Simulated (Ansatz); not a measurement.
# C₂H₄ClFGeSi: vertical ionisation energy

How much energy removes an electron from C₂H₄ClFGeSi at fixed geometry? The cation is run at each level and the neutral's energy taken from earlier runs.

The runs use Ansatz 0.2.0, Gaussian basis; unrestricted cation, the program's frozen cores in correlated methods.

The runs, in order: UKS PBE-D4/def2-TZVPP; UKS r2SCAN-D4/def2-TZVPP; UKS PBE0-D4/def2-TZVPP; UKS B3LYP-D4/def2-TZVPP; UKS wB97X-V/def2-TZVPP; UKS wB97M-V/def2-TZVPP; UKS B2PLYP/def2-TZVPP; UHF-CCSD(T)/def2-TZVPP; UHF-MP2/def2-QZVPP; extrapolation to the limit; then −ε(HOMO) from the neutral's earlier runs with LDA (SPW92), PBE-D4, revPBE-D4, BLYP-D4, r2SCAN-D4, B97M-V, PBE0-D4, B3LYP-D4, r2SCANh-D4, r2SCAN0-D4, HSE06-D4, BHLYP-D4, CAM-B3LYP-D4, LC-ωPBE, ωB97X-V, ωB97M-V.

**1. Structure used throughout**

The geometry comes from an earlier relaxation with PBE0-D4 in a triple-zeta def2 set; it is a stationary point, not always the lowest conformer.

10 atoms, charge 0, spin multiplicity 1.

Atoms are counted from 1 here; the program's logs count them from 0.

Bond lengths: F1–Si2 1.586 Å, Si2–Cl3 2.033 Å, Si2–C4 1.806 Å, Si2–H7 1.471 Å, C4–C5 1.213 Å, C5–Ge6 1.908 Å, Ge6–H8 1.531 Å, Ge6–H9 1.532 Å, Ge6–H10 1.531 Å. Angles: F1–Si2–Cl3 108.2°, F1–Si2–C4 109.1°, F1–Si2–H7 108.4°, Cl3–Si2–C4 109.6°, Cl3–Si2–H7 109.2°, C4–Si2–H7 112.2°, Si2–C4–C5 178.3°, C4–C5–Ge6 179.5°, C5–Ge6–H8 108.0°, C5–Ge6–H9 108.1°, C5–Ge6–H10 108.0°, H8–Ge6–H9 110.8°, H8–Ge6–H10 110.9°, H9–Ge6–H10 110.9°.

**2. Cation, UKS PBE-D4/def2-TZVPP**

Contents of in.yaml:

```yaml
crystal:
  periodic: [false, false, false]
  atoms:
    - {symbol: F, position_ang: [-2.289080, -0.204403, 2.385579]}
    - {symbol: Si, position_ang: [-1.133715, 0.802185, 1.974757]}
    - {symbol: Cl, position_ang: [-1.981409, 2.598689, 1.541654]}
    - {symbol: C, position_ang: [-0.285624, 0.164180, 0.513374]}
    - {symbol: C, position_ang: [0.315643, -0.251713, -0.454555]}
    - {symbol: Ge, position_ang: [1.246893, -0.907737, -1.984722]}
    - {symbol: H, position_ang: [-0.225255, 0.960055, 3.121223]}
    - {symbol: H, position_ang: [1.372131, 0.239418, -2.991317]}
    - {symbol: H, position_ang: [2.628722, -1.386964, -1.530253]}
    - {symbol: H, position_ang: [0.434793, -2.065009, -2.572741]}
basis:
  gaussian: {orbitals: def2-TZVPP}
total_charge: 1
magnetization: {spin_polarized: true, initial_magnetization: 1}
hamiltonian: {xc: pbe, dispersion: d4}
```

Run with:

```
$ ansatz run in.yaml --threads 2 --pin off --events-out ev --progress --plain --max-ram 32768MiB --backend cpu
```

After this run come: Cation, UKS r2SCAN-D4/def2-TZVPP; Cation, UKS PBE0-D4/def2-TZVPP; Cation, UKS B3LYP-D4/def2-TZVPP; Cation, UKS wB97X-V/def2-TZVPP; Cation, UKS wB97M-V/def2-TZVPP; Cation, UKS B2PLYP (frozen core)/def2-TZVPP; Cation, UHF-CCSD(T)/def2-TZVPP; Cation, UHF-MP2/def2-QZVPP.

Before running them: what should the planned runs give, taken together? Wanted: ionisation energy, CCSD(T)/CBS; nearest functional by difference; nearest −ε(HOMO); −ε(HOMO) of PBE; T1 of the cation.

The runs gave:

| quantity | value |
| --- | --- |
| ionisation energy, CCSD(T)/CBS | 10.95 eV |
| nearest functional by difference | B2PLYP (-0.25 eV) |
| nearest −ε(HOMO) | ωB97X-V (-0.05 eV) |
| −ε(HOMO) of PBE | 7.35 eV |
| T1 of the cation | 0.023 |

In words: Energy differences with functionals land within 0.84 eV of the reference. The PBE orbital energy is 3.6 eV too small: a semilocal HOMO is no ionisation energy. Among orbital estimates ωB97X-V comes nearest. Hartree-Fock falls 1.47 eV short, as the neutral has more correlation energy than the cation. Correlated methods include outer-core shells of Ge, which these sets cover unevenly. With outer-core shells in play the reference is unsure by up to some tenths of an eV, so close misses can't be ranked.
